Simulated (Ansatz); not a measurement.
# Cs4Te2O2F7: the cost of one run

Method: DFT PBEsol, plane waves, PAW, scalar-relativistic, no spin polarisation, in Ansatz 0.2.0.

1 further run of the same task is left out (for a broken database entry).

## 1. Starting point

The cell holds 15 atoms (Cs4F7O2Te2): a = 8.049 Å, b = 8.049 Å, c = 7.171 Å, α = 90.00°, β = 90.00°, γ = 130.85°.

Coordinates:

```cif
data_structure
_symmetry_space_group_name_H-M 'P 1'
_symmetry_Int_Tables_number 1
_cell_length_a 8.0493
_cell_length_b 8.0493
_cell_length_c 7.1709
_cell_angle_alpha 90.000
_cell_angle_beta 90.000
_cell_angle_gamma 130.851
_cell_volume 351.44
loop_
_atom_site_label
_atom_site_type_symbol
_atom_site_fract_x
_atom_site_fract_y
_atom_site_fract_z
_atom_site_occupancy
Cs1 Cs 0.43539 0.56461 0.25000 1
Cs2 Cs 0.56461 0.43539 0.75000 1
Cs3 Cs 0.75756 0.24244 0.25000 1
Cs4 Cs 0.24244 0.75756 0.75000 1
Te1 Te 0.10594 0.89406 0.25000 1
Te2 Te 0.89406 0.10594 0.75000 1
O1 O 0.22710 0.77290 0.25000 1
O2 O 0.77290 0.22710 0.75000 1
F1 F 0.33060 0.11400 0.05190 1
F2 F 0.66940 0.88600 0.55190 1
F3 F 0.11400 0.33060 0.94810 1
F4 F 0.88600 0.66940 0.44810 1
F5 F 0.66940 0.88600 0.94810 1
F6 F 0.33060 0.11400 0.44810 1
F7 F 0.11400 0.33060 0.55190 1
```

## 2. Run 1

120 steps of 1 fs under a Langevin thermostat at 1500 K.

The input, input.yaml:

```yaml
accuracy: low
crystal:
  lattice:
    - [3.3475, -7.3202, 0.0]
    - [3.3475, 7.3202, 0.0]
    - [0.0, 0.0, 7.1709]
  atoms:
    - { symbol: Cs, position: [0.43539, 0.56461, 0.25] }
    - { symbol: Cs, position: [0.56461, 0.43539, 0.75] }
    - { symbol: Cs, position: [0.75756, 0.24244, 0.25] }
    - { symbol: Cs, position: [0.24244, 0.75756, 0.75] }
    - { symbol: Te, position: [0.10594, 0.89406, 0.25] }
    - { symbol: Te, position: [0.89406, 0.10594, 0.75] }
    - { symbol: O, position: [0.2271, 0.7729, 0.25] }
    - { symbol: O, position: [0.7729, 0.2271, 0.75] }
    - { symbol: F, position: [0.3306, 0.114, 0.0519] }
    - { symbol: F, position: [0.6694, 0.886, 0.5519] }
    - { symbol: F, position: [0.114, 0.3306, 0.9481] }
    - { symbol: F, position: [0.886, 0.6694, 0.4481] }
    - { symbol: F, position: [0.6694, 0.886, 0.9481] }
    - { symbol: F, position: [0.3306, 0.114, 0.4481] }
    - { symbol: F, position: [0.114, 0.3306, 0.5519] }
basis:
  ecutwfc: 420.0
kpoints:
  mp_grid: { grid: [2, 2, 1] }
hamiltonian:
  xc: pbesol
scf:
  occupations: { method: fermi_dirac, width: 0.05 }
  lower_state_search: "off"
md:
  timestep: 1
  n_steps: 120
  ensemble: nvt_langevin
  temperature: 1500.0
  initial_velocities: maxwell_boltzmann
  seed: 369728
  friction: 0.02
```

On the command line:

```bash
$ ansatz run input.yaml --threads 1 --pin off --max-ram 3072MiB --backend cpu --events-out ev --progress --plain --runs-dir out
```

**Question.** How long does this run take on 1 thread of Arm Neoverse V2, shared host, and how much memory does it need?

About 14 min, with a peak of 0.78 GiB.
